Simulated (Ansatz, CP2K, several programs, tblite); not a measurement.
Energy against volume for CuF (wurtzite), at fixed shape and fractional coordinates, computed by several methods (PBE and r2SCAN, where shown, with plane waves in Ansatz); the cell shown is that of r2SCAN. With free coordinates or axes held, a curve is too stiff, and on another method's shape its minimum isn't the method's own volume. It is hexagonal, P6_3mc (No. 186); a = 2.790 Å, c = 6.721 Å in the conventional setting, 11.33 Å³ an atom. Cu has 4 F at 1.90–2.17 Å; F has 4 Cu at 1.90–2.17 Å. The structure was generated, not taken from experiment, and needn't be the ground state; spin polarisation is off. Energies count from each curve's lowest point; fits are third-order Birch-Murnaghan.

```cif
data_structure
_symmetry_space_group_name_H-M 'P6_3mc'
_symmetry_Int_Tables_number 186
_cell_length_a 2.7898
_cell_length_b 2.7898
_cell_length_c 6.7211
_cell_angle_alpha 90.000
_cell_angle_beta 90.000
_cell_angle_gamma 120.000
_cell_volume 45.30
loop_
_atom_site_label
_atom_site_type_symbol
_atom_site_symmetry_multiplicity
_atom_site_Wyckoff_symbol
_atom_site_fract_x
_atom_site_fract_y
_atom_site_fract_z
_atom_site_occupancy
Cu1 Cu 2 b 0.33333 0.66667 0.04599 1
F1 F 2 b 0.33333 0.66667 0.32901 1
```

PBE/DZVP (CP2K), on the shape of the cell shown:

| V (Å³/atom) | E (meV/atom) |
| --- | --- |
| 9.966 | 155.51 |
| 10.646 | 64.18 |
| 11.325 | 16.49 |
| 12.005 | 0.00 |
| 12.684 | 6.79 |

V₀ = 12.12 Å³ an atom and B₀ = 91 GPa.

light PBE (260 eV and a coarse mesh), on the shape of the cell shown:
```
V (Å³/atom)  E (meV/atom)
     10.419         39.54
     10.872          0.00
     11.325         40.01
     11.778          4.79
     12.231         28.49
     12.684          2.76
```
The points scatter about the fit by more than 0.3 meV an atom, since at so low a cutoff the number of plane waves jumps with the volume, so no fit is quoted.

**Question.** GFN1-xTB (tblite), on the shape of the cell shown, as a cluster of 128 atoms at the zone centre, gives

| V (Å³/atom) | E (meV/atom) |
| --- | --- |
| 9.966 | 112.35 |
| 10.646 | 41.51 |
| 11.325 | 7.41 |
| 12.005 | 0.00 |
| 12.684 | 12.16 |

What equilibrium volume and bulk modulus follow?

**Answer.** V₀ = 11.89 Å³ an atom and B₀ = 84 GPa.

**Question.** r2SCAN, on the shape of its own relaxed cell, gives
```tsv
V (Å³/atom)	E (meV/atom)
10.646	15.46
10.986	3.62
11.325	0.00
11.665	3.28
12.005	12.35
```
What equilibrium volume and bulk modulus follow?

**Answer.** V₀ = 11.32 Å³ an atom and B₀ = 108 GPa.

PBE, on the shape of its own relaxed cell:
```csv
V (Å³/atom),E (meV/atom)
11.368,13.48
11.731,3.17
12.094,0.00
12.457,2.82
12.820,10.74
```
V₀ = 12.09 Å³ an atom and B₀ = 88 GPa.
